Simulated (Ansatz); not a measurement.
## Y, space group Fm-3m: relaxations under a series of pressures, step by step

With the Ansatz DFT code, driven from Python.

At the Python prompt:
```pycon
>>> import ansatz as az
>>> import numpy as np
>>> params = {
...     "xc": "PBEsol",
...     "cutoff": 420,
...     "mesh": (10, 10, 10),
...     "occupations": "fermi_dirac",
... }
>>> def edges_and_angles(cell):
...     cell = np.asarray(cell)
...     a, b, c = np.linalg.norm(cell, axis=1)
...     cosines = cell[1] @ cell[2] / (b * c), cell[0] @ cell[2] / (a * c), cell[0] @ cell[1] / (a * b)
...     return (a, b, c, *np.degrees(np.arccos(cosines)))
...
>>> vectors = np.array([
...     [0.0, 2.485, 2.485],
...     [2.485, 0.0, 2.485],
...     [2.485, 2.485, 0.0],
... ])
>>> system = az.Lattice.of(vectors).atom("Y", [0.0, 0.0, 0.0])
>>> calc = system.calculation()
>>> calc = calc.pseudopotentials("paw", azcp={"folder": "soft_1"}).functional(params["xc"])
>>> calc = calc.basis(params["cutoff"])
>>> calc = calc.kpoints(*params["mesh"])
>>> calc = calc.occupations(params["occupations"])
>>> # H = F + PV, with 1 GPa A^3 = 1/160.21766 eV
>>> rows = []
>>> for pressure in [0, 5, 10, 20]:
...     res = calc.relax(cell=True, pressure=pressure, force_tolerance=0.01).run()
...     cell = res.lattice.cell_ang
...     n_atoms = len(res.lattice.sites)
...     volume = abs(np.linalg.det(cell)) / n_atoms
...     enthalpy = res.report["free_energy_ev"] / n_atoms + pressure * volume / 160.21766
...     rows.append((pressure, volume, enthalpy, *edges_and_angles(cell)))
...     print(f"{pressure} GPa done: {volume:.4f} A^3/atom")
...
DeckWarning: soft_1/Y.paw.azcp: the record states the generating functional pbe (its physics header spells it `PBE`), which answers neither for hamiltonian.xc's functional nor for the pbesol family's — results may be inconsistent (PPs are generated against a specific XC)
0 GPa done: 30.9081 A^3/atom
5 GPa done: 27.8673 A^3/atom
10 GPa done: 25.7515 A^3/atom
20 GPa done: 22.8603 A^3/atom
>>> print(" P (GPa)  V (A^3/atom)  H (eV/atom)     a       b       c")
 P (GPa)  V (A^3/atom)  H (eV/atom)     a       b       c
>>> for row in rows:
...     print("{:8.1f} {:12.4f} {:14.5f} {:7.4f} {:7.4f} {:7.4f}".format(*row[:6]))
...
     0.0      30.9081    -3795.09849  3.5226  3.5226  3.5226
     5.0      27.8673    -3794.18456  3.4031  3.4031  3.4031
    10.0      25.7515    -3793.34968  3.3147  3.3147  3.3147
    20.0      22.8603    -3791.83942  3.1857  3.1857  3.1857
>>> p, v = np.array([row[0] for row in rows], float), np.array([row[1] for row in rows])
>>> print("mean bulk modulus between rows (GPa):", np.round(-np.diff(p) / np.diff(np.log(v)), 1))
mean bulk modulus between rows (GPa): [48.3 63.3 84. ]
```

The volume falls from 30.91 Å³ an atom at 0 GPa to 22.86 at 20 GPa, by 26.0 %. Between 0 and 5 GPa, -V dP/dV is about 48 GPa, a mean over that step.

What to keep in mind:
- Absolute energies stand on the zero of these potentials, so only differences at equal settings mean something.
- At a fixed pressure a relaxation lowers the enthalpy F + PV, while F alone can rise.
- For a metal this k-point mesh is coarse: on a finer one energies can move by several to tens of meV an atom and pressures by half a GPa or more, differences at one mesh by less.
- The PAW files read here were made with PBE, not with each functional that runs on them.
- This isn't the structure that Y takes at ambient conditions.
- Warnings are shown shortened and without file and line.
- Symmetry holds the cell in this phase, whether or not it is the stable one at each pressure.
- Hardware and time: 13 s on 1 thread of Intel(R) Xeon(R) Processor @ 2.30GHz, with other jobs on the host, peak memory 0.49 GiB.
